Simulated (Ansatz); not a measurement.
A run of Ansatz 0.2.0:

input.yaml

```yaml
crystal:
  lattice:
    - [3.5952, 0.0, 0.0]
    - [-1.7976, 3.11353, 0.0]
    - [0.0, 0.0, 3.59873]
  atoms:
    - { symbol: Si, position: [0.66667, 0.33333, 0.5] }
    - { symbol: Se, position: [0.0, 0.0, 0.0] }
kpoints:
  mp_grid: { grid: [9, 9, 7] }
scf:
  occupations: { method: fermi_dirac, width: 0.05 }
hamiltonian:
  xc: pbesol
  pseudopotentials: { kind: all_electron, datasets: crystal }
output: {}
phonons:
  method: dfpt
```

Potentials or basis: all-electron PAW datasets made for the crystal.

The run is started by

```bash
$ ansatz run input.yaml --threads 1 --pin off --max-ram 3072MiB --backend cpu --events-out ev --progress --plain --runs-dir out
```

Hardware: 1 thread of Arm Neoverse V1, with other jobs on the host.

How long does it take, and how much memory?

It took 99 s on 1 thread of Arm Neoverse V1, with other jobs on the host, peak memory 0.58 GiB. Counts: scf iterations 11, plane waves 243, k points 100, bands 9.
